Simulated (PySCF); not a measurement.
Runs of PySCF 2.14.0 on C2NBrH4. The cell holds a molecule in a box, 8 atoms: a = 12.000 Å, b = 14.000 Å, c = 12.000 Å, α = 90.00°, β = 90.00°, γ = 90.00°. 

| task | level | three-body dispersion term | conv_tol | exxdiv | frozen core bands | gap on the mesh (eV) |
| --- | --- | --- | --- | --- | --- | --- |
| atomic charges | PBE0+D3 | no | 1e-07 Ha | ewald | - | 7.44 |
| atomic charges | HSE03 | - | 1e-07 Ha | ewald | - | 6.67 |
| atomic charges | B3LYP5+D3(OP) | no | 1e-07 Ha | ewald | - | (a) |
| atomic charges | r2SCAN50 | - | 1e-07 Ha | ewald | - | 9.92 |

Alike in all rows: potentials or basis def2-svp (all-electron); no spin polarisation; cell as given; k mesh 1 × 1 × 1; smearing fixed.

Task: Estimate the missing entries.

Result: (a) 6.96.

Caveats: this is a molecule in a periodic box at the Γ point, so its band gap is the HOMO-LUMO gap; relativity is left out, which matters for the heavier elements; the basis of atomic orbitals isn't converged, which shifts pressures, moduli and gaps; this program's HSE differs a little from the usual definition (some runs).

A k mesh can miss the band edges, and the runs leave out spin-orbit coupling on Br.

Not every run made on this cell is shown here.
